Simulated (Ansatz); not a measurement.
# C₃H₆GeS: one species, many methods

The task here is to estimate one member of a computed series from the others.

Program: Ansatz 0.2.0, Gaussian basis. Level of theory: functionals in def2-TZVPP, the program's frozen cores in correlated methods. These are calculated values, not measurements.

Plan: PBE-D4, r2SCAN-D4, PBE0-D4, B3LYP-D4, ωB97X-V, ωB97M-V, B2PLYP; CCSD(T)/def2-TZVPP; MP2/def2-QZVPP; extrapolation to the limit.

## The relaxed structure

The geometry comes from an earlier relaxation with PBE0-D4 in a triple-zeta def2 set; it is a stationary point, not always the lowest conformer.

SMILES `C1=[CH][GeH2][S]C1`, 11 atoms, charge 0, spin multiplicity 1.

Atoms are counted from 1 here; the program's logs count them from 0.

Bond lengths: C1–C2 1.328 Å, C1–C5 1.493 Å, C1–H6 1.090 Å, C2–Ge3 1.930 Å, C2–H7 1.084 Å, Ge3–S4 2.219 Å, Ge3–H8 1.541 Å, Ge3–H9 1.541 Å, S4–C5 1.826 Å, C5–H10 1.094 Å, C5–H11 1.094 Å. Angles: C2–C1–C5 123.7°, C2–C1–H6 121.1°, C5–C1–H6 115.2°, C1–C2–Ge3 113.8°, C1–C2–H7 121.1°, Ge3–C2–H7 125.1°, C2–Ge3–S4 93.7°, C2–Ge3–H8 114.8°, C2–Ge3–H9 114.7°, S4–Ge3–H8 112.4°, S4–Ge3–H9 112.4°, H8–Ge3–H9 108.4°, Ge3–S4–C5 94.5°, C1–C5–S4 114.3°, C1–C5–H10 109.8°, C1–C5–H11 109.7°, S4–C5–H10 107.9°, S4–C5–H11 108.0° and more.

The first run:

File in.yaml:

```yaml
crystal:
  periodic: [false, false, false]
  atoms:
    - {symbol: C, position_ang: [0.463648, 0.972705, -0.416033]}
    - {symbol: C, position_ang: [0.776399, 0.471520, 0.773352]}
    - {symbol: Ge, position_ang: [-0.149005, -1.169377, 1.193954]}
    - {symbol: S, position_ang: [-1.254155, -1.208606, -0.730171]}
    - {symbol: C, position_ang: [-0.510628, 0.338674, -1.352445]}
    - {symbol: H, position_ang: [0.916867, 1.896681, -0.774253]}
    - {symbol: H, position_ang: [1.490832, 0.968089, 1.420125]}
    - {symbol: H, position_ang: [0.763661, -2.398070, 1.371219]}
    - {symbol: H, position_ang: [-1.091325, -1.085005, 2.410109]}
    - {symbol: H, position_ang: [-0.018339, 0.117124, -2.304387]}
    - {symbol: H, position_ang: [-1.322655, 1.039064, -1.570872]}
basis:
  gaussian: {orbitals: def2-TZVPP}
hamiltonian: {xc: pbe, dispersion: d4}
output: {forces: true, orbitals: {seedname: orbitals}}
```

On the command line:

```sh
> ansatz run in.yaml --threads 4 --pin off --events-out ev --progress --plain --max-ram 10444MiB
```

Steps of the session up to this table: PBE-D4 (GGA); r2SCAN-D4 (meta-GGA); PBE0-D4 (hybrid); B3LYP-D4 (hybrid); ωB97X-V (range-separated); ωB97M-V (range-separated); B2PLYP (double hybrid); CCSD(T) in def2-TZVPP; MP2 in def2-QZVPP.

One table of the session follows, with a row left open; its other results are not shown here.

```
            method  atomisation energy (eV)
            PBE-D4                   44.008
         r2SCAN-D4                   43.260
           PBE0-D4                   43.390
          B3LYP-D4                   42.857
           ωB97X-V                   43.219
           ωB97M-V                   43.078
            B2PLYP                   42.463
     HF/def2-TZVPP                   31.348
    MP2/def2-TZVPP                   42.716
   CCSD/def2-TZVPP                        ?
CCSD(T)/def2-TZVPP                   42.069
           MP2/CBS                   43.721
       CCSD(T)/CBS                   43.074
```

Estimate the missing values for CCSD/def2-TZVPP.

The run gave: atomisation energy (eV): 41.316. In the column «atomisation energy (eV)» it lies between HF/def2-TZVPP (31.348) and CCSD(T)/def2-TZVPP (42.069).

Among the levels timed on like hardware and quicker than the yardstick, those that no quicker one beats, quickest first: PBE-D4 (3.4 s, +0.934 eV); PBE0-D4 (4.7 s, +0.317 eV); r2SCAN-D4 (7 s, +0.186 eV); ωB97X-V (12 s, +0.145 eV); ωB97M-V (17 s, +0.004 eV).

B2PLYP carry no dispersion term (for B3LYP, D4 adds 0.507 eV).
